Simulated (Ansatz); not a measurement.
# F₂H₃O₃Ta: up Jacob's ladder to CCSD(T)

The task here is to estimate one member of a computed series from the others.

Method: functionals in def2-TZVPP, the program's frozen cores in correlated methods; program: Ansatz 0.2.0, Gaussian basis.

Levels to be run: LDA (SPW92), PBE-D4, revPBE-D4, BLYP-D4, r2SCAN-D4, B97M-V, PBE0-D4, B3LYP-D4, r2SCANh-D4, r2SCAN0-D4, HSE06-D4, BHLYP-D4, CAM-B3LYP-D4, LC-ωPBE, ωB97X-V, ωB97M-V, B2PLYP, PBE-QIDH; CCSD(T)/def2-SVP; CCSD(T)/def2-TZVPP; MP2/def2-QZVPP; extrapolation to the limit; RPA on PBE.

**Structure used throughout**

An earlier PBE0-D4 in a triple-zeta def2 set relaxation fixed the geometry. Ta takes the def2 core potential; no spin-orbit term is included.

SMILES `[OH][Ta]([OH])([OH])([F])[F]`, 9 atoms, charge 0, spin multiplicity 1.

Atoms are counted from 1 here; the program's logs count them from 0.

Bond lengths: O1–Ta2 1.887 Å, O1–H7 0.960 Å, Ta2–O3 1.897 Å, Ta2–O4 1.912 Å, Ta2–F5 1.906 Å, Ta2–F6 1.871 Å, O3–H8 0.956 Å, O4–H9 0.956 Å. Angles: Ta2–O1–H7 121.9°, O1–Ta2–O3 95.7°, O1–Ta2–O4 95.5°, O1–Ta2–F5 117.3°, O1–Ta2–F6 111.9°, O3–Ta2–O4 166.2°, O3–Ta2–F5 84.4°, O3–Ta2–F6 92.2°, O4–Ta2–F5 83.4°, O4–Ta2–F6 91.0°, F5–Ta2–F6 130.8°, Ta2–O3–H8 138.7°, Ta2–O4–H9 134.5°.

Set-up of the first run:

Input file in.yaml:

```yaml
crystal:
  periodic: [false, false, false]
  atoms:
    - {symbol: O, position_ang: [0.432340, -1.711180, 0.173091]}
    - {symbol: Ta, position_ang: [0.137061, 0.152883, 0.149068]}
    - {symbol: O, position_ang: [1.825918, 0.602237, -0.589338]}
    - {symbol: O, position_ang: [-1.708203, 0.051866, 0.637638]}
    - {symbol: F, position_ang: [-0.557403, 0.907080, -1.457934]}
    - {symbol: F, position_ang: [0.561314, 0.947923, 1.789029]}
    - {symbol: H, position_ang: [-0.253476, -2.330942, 0.433855]}
    - {symbol: H, position_ang: [2.178507, 1.021499, -1.372212]}
    - {symbol: H, position_ang: [-2.527660, 0.312333, 0.219604]}
basis:
  gaussian: {orbitals: def2-TZVPP}
hamiltonian: {xc: lda}
output: {orbitals: {seedname: orbitals}}
```

Started as:

```
> ansatz run in.yaml --threads 4 --pin off --events-out ev --progress --plain --max-ram 11315MiB
```

Among the steps run: LDA; PBE-D4 (GGA); revPBE-D4 (GGA); BLYP-D4 (GGA); r2SCAN-D4 (meta-GGA); B97M-V (meta-GGA); B3LYP-D4 (hybrid); r2SCANh-D4 (hybrid); r2SCAN0-D4 (hybrid); HSE06-D4 (hybrid); BHLYP-D4 (hybrid); CAM-B3LYP-D4 (range-separated); LC-ωPBE (range-separated); ωB97X-V (range-separated); ωB97M-V (range-separated); B2PLYP (double hybrid); PBE-QIDH (double hybrid).

One of the session's tables, all rows but one given; the rest of the session is left out.

It belongs to the step «Frontier levels by functional». 

```
  functional  HOMO (eV)  gap (eV)
 LDA (SPW92)      -7.90      5.74
      PBE-D4      -7.65      5.76
   revPBE-D4          ?         ?
     BLYP-D4      -7.57      5.75
   r2SCAN-D4      -8.07      6.33
      B97M-V      -8.17      6.45
     PBE0-D4      -9.47      8.38
    B3LYP-D4      -9.19      7.84
  r2SCANh-D4      -8.75      7.30
  r2SCAN0-D4      -9.77      8.79
    HSE06-D4      -9.05      7.59
    BHLYP-D4     -11.23     11.08
CAM-B3LYP-D4     -11.00     11.00
     LC-ωPBE     -12.31     13.60
     ωB97X-V     -11.99     13.15
     ωB97M-V     -11.94     12.92
```

Q: Estimate the row for revPBE-D4 from the others.

**Answer.** HOMO (eV): -7.56; gap (eV): 5.77. In the column «HOMO (eV)» it is the highest.
